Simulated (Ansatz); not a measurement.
# Mg3SnN2: the cost of one run

Method: DFT PBE, scalar-relativistic, plane waves, PAW, in Ansatz 0.2.0.

3 further runs of the same task are left out: 2 that didn't finish, 1 set aside as unsound or not needed.

### Step 1. The starting structure

It takes space group R-3m (No. 166, trigonal). The conventional cell has a = 5.341 Å, b = 5.341 Å, c = 12.616 Å, α = 90.00°, β = 90.00°, γ = 120.00°. Mg (site symmetry 2/m) is surrounded by 2 Sn at 2.61 Å and 4 Mg at 2.67 Å and 6 N at 3.04 to 3.11 Å. Sn (site symmetry -3m) has 6 Mg at 2.61 Å and 6 N at 3.13 Å as nearest neighbours. N (site symmetry 3m) is surrounded by 9 Mg at 3.04 to 3.11 Å and 3 Sn at 3.13 Å.

Structure file:

```xyz
6
Lattice="2.6707 1.5419 4.2052 -2.6707 1.5419 4.2052 0.0000 -3.0838 4.2052" Properties=species:S:1:pos:R:3 pbc="T T T"
Mg   -1.3353    0.7710    2.1026
Mg    1.3353    0.7710    2.1026
Mg    0.0000   -1.5419    2.1026
Sn    0.0000    0.0000    0.0000
N     0.0000    0.0000    7.8938
N     0.0000    0.0000    4.7218
```

The cell is invented: species swapped into a database cell of Tb2Al3Fe (R-3m, No. 166), with N on the Tb sites, Mg on the Al sites and Sn on the Fe sites. The dimensions are guesses.

### Step 2. Probe: one point on a coarse mesh

The input, input.yaml:

```yaml
crystal:
  lattice:
    - [2.67065413, 1.54190288, 4.20519283]
    - [-2.67065413, 1.54190288, 4.20519283]
    - [0.0, -3.08380576, 4.20519283]
  atoms:
    - { symbol: Mg, position: [0.0, 0.5, 0.0] }
    - { symbol: Mg, position: [0.5, 0.0, 0.0] }
    - { symbol: Mg, position: [0.0, 0.0, 0.5] }
    - { symbol: Sn, position: [0.0, 0.0, 0.0] }
    - { symbol: "N", position: [0.62571901, 0.62571901, 0.62571901] }
    - { symbol: "N", position: [0.37428099, 0.37428099, 0.37428099] }
basis:
  ecutwfc: 420
kpoints:
  mp_grid: { grid: [6, 6, 6] }
hamiltonian:
  xc: pbe
scf:
  occupations: { method: gaussian, width: 0.1 }
  lower_state_search: "off"
output:
  forces: true
  stress: true
  eigenvalues: true
```

Run with:

```sh
> ansatz run input.yaml --threads 1 --pin off --max-ram 2560MiB --backend cpu --events-out ev --progress --plain --runs-dir out
```

What time and memory should one allow on 1 thread of Intel Xeon Platinum 8259CL at 2.50GHz (Skylake/Cascade Lake), shared host?

About 5.9 s, with a peak of 0.45 GiB.
